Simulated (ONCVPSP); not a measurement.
# An ONCV potential for P, from input to tests

Aim: build the potential from the settings below, then test how well it stands in for the atom: other configurations, scattering, ghost states and the plane-wave cutoff that it needs.

Program: ONCVPSP 4.0.1.1 (patched build). Reference atom: PBE, scalar-relativistic, spherical and spin-unpolarised. All values are calculated.

## Step 1: The atom and the settings

Typed settings, in words:

| Item | Value |
| --- | --- |
| element | phosphorus (P, Z = 15) |
| type | optimised norm-conserving Vanderbilt (ONCV) |
| frozen core | [Ne] |
| valence charge | 5 |
| reference configuration | 3s2 3p2 (charge +1) |
| partial waves | 3s: rc 1.20 bohr, ncon 3, nbas 6, qcut 4.3 1/bohr, 2 projectors, debl 2.5 Ha; 3p: rc 1.90 bohr, ncon 4, nbas 7, qcut 3.7 1/bohr, 3 projectors, debl 1.4 Ha |
| local potential | polynomial inside 1.10 bohr (lpopt 5, dvloc0 1 Ha) |
| core correction | not asked for |

An earlier all-electron run gives the scale for the radii.

All-electron outer shells of the reference configuration (PBE, scalar-relativistic, ld1.x):

```json
{"shell": "2s", "level (eV)": "-184.63", "outermost node (bohr)": "0.14", "outermost maximum (bohr)": "0.42"}
{"shell": "2p", "level (eV)": "-135.15", "outermost node (bohr)": "–", "outermost maximum (bohr)": "0.36"}
{"shell": "3s", "level (eV)": "-23.29", "outermost node (bohr)": "0.65", "outermost maximum (bohr)": "1.56"}
{"shell": "3p", "level (eV)": "-14.22", "outermost node (bohr)": "0.64", "outermost maximum (bohr)": "1.76"}
```

## Step 2: Generating the potential

P.dat

```
# ATOM AND REFERENCE CONFIGURATION
# atsym  z   nc   nv     iexc    psfile
  P 15.00    3    2        4      upf
#
#   n    l    f
    1    0    2.00
    2    0    2.00
    2    1    6.00
    3    0    2.00
    3    1    2.00
#
# PSEUDOPOTENTIAL AND OPTIMIZATION
# lmax
    1
#
#   l,   rc,      ep,       ncon, nbas, qcut
    0    1.20    0.00    3    6    4.30
    1    1.90    0.00    4    7    3.70
#
# LOCAL POTENTIAL
# lloc, lpopt,  rc(5),   dvloc0
    4    5    1.10    1.00
#
# VANDERBILT-KLEINMAN-BYLANDER PROJECTORs
# l, nproj, debl
    0    2    2.50
    1    3    1.40
#
# MODEL CORE CHARGE
# icmod, fcfact, rcfact
    0    0.00    0.00
#
# LOG DERIVATIVE ANALYSIS
# epsh1, epsh2, depsh
   -2.00    5.00    0.02
#
# OUTPUT GRID
# rlmax, drl
    6.00    0.01
#
# TEST CONFIGURATIONS
# ncnf
    4
# nvcnf
#   n    l    f
    2
    3    0    2.00
    3    1    3.00
#
    2
    3    0    2.00
    3    1    1.00
#
    2
    3    0    2.00
    3    1    0.00
#
    2
    3    0    1.00
    3    1    4.00
#
```

On the command line:

```
oncvpsp.x < P.dat > P.out
```

What does the calculation give? Wanted: cutoffs for 1 and 0.1 mHa per electron, occupied waves; bound ghosts; GHOST(+) flags; largest test error; largest phase difference near zero energy, channels read.

As calculated:

| quantity | value |
| --- | --- |
| cutoffs for 1 and 0.1 mHa per electron, occupied waves | 12 Ha and 90 Ha |
| bound ghosts | none found |
| GHOST(+) flags | s at 83 eV, s at 638 eV, s at 1552 eV (1 near or above the test basis's cutoff) |
| largest test error (AE − PS) | +15 meV, for 3s2 3p0 |
| largest phase difference near zero energy, channels read | 0.002 rad |

**Reading.** The worst unpolarised test, 3s2 3p0, is off by 15 meV on 48.9 eV; by total energies transferability rates as good. The potential is soft on the atom at that tolerance: the looser tolerance needs 12 Ha. The tighter tolerance needs 90 Ha, and converged work needs a cutoff nearer that. At the looser tolerance the 3s wave is the slowest; 3p needs 5 Ha. No bound ghost shows below the valence levels. Near zero energy the phases of the channels with partial waves agree within 0.002 rad. The program also flags highly localised states, GHOST(+) (s). All of this concerns the isolated atom, not yet a solid.
